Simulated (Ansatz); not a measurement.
# InPd: the cost of one run

Method: DFT LDA, with the methods named in each step, in Ansatz 0.2.0.

**1. The system as given**

It takes space group Pm-3m (No. 221, cubic). The conventional cell has a = 3.272 Å, b = 3.272 Å, c = 3.272 Å, α = 90.00°, β = 90.00°, γ = 90.00°. In (site symmetry m-3m) has 8 Pd at 2.83 Å as nearest neighbours. Pd (site symmetry m-3m) is surrounded by 8 In at 2.83 Å.

Structure file:

```xyz
2
Lattice="3.2719 0.0000 0.0000 0.0000 3.2719 0.0000 0.0000 0.0000 3.2719" Properties=species:S:1:pos:R:3 pbc="T T T"
In    0.0000    0.0000    0.0000
Pd    1.6359    1.6359    1.6359
```

Atoms are numbered in the order of the input: In1, Pd2.

**2. Free moments, LAPW**

input.yaml

```yaml
crystal:
  lattice:
    - [3.27188478, 0.0, 0.0]
    - [0.0, 3.27188478, 0.0]
    - [0.0, 0.0, 3.27188478]
  atoms:
    - { symbol: In, position: [0.0, 0.0, 0.0] }
    - { symbol: Pd, position: [0.5, 0.5, 0.5], spin: 0.6 }
magnetization:
  spin_polarized: true
kpoints:
  mp_grid: { grid: [10, 10, 10] }
scf:
  occupations: { method: fermi_dirac, width: 0.05 }
  lower_state_search: "off"
hamiltonian:
  xc: lda
  pseudopotentials: { kind: all_electron, lapw: { basis_error: 0.001 } }
output:
  forces: true
  stress: true
  eigenvalues: false
  populations: true
  dos: { projected: true, de: 0.1, e_range: [-8, 5] }
```

Command:

```sh
$ ansatz run input.yaml --threads 1 --pin off --max-ram 3072MiB --backend cpu --events-out ev --progress --plain --runs-dir out
```

What time and memory should one allow on 1 thread of Arm Neoverse V1, shared host?

About 48 s, with a peak of 0.5 GiB.
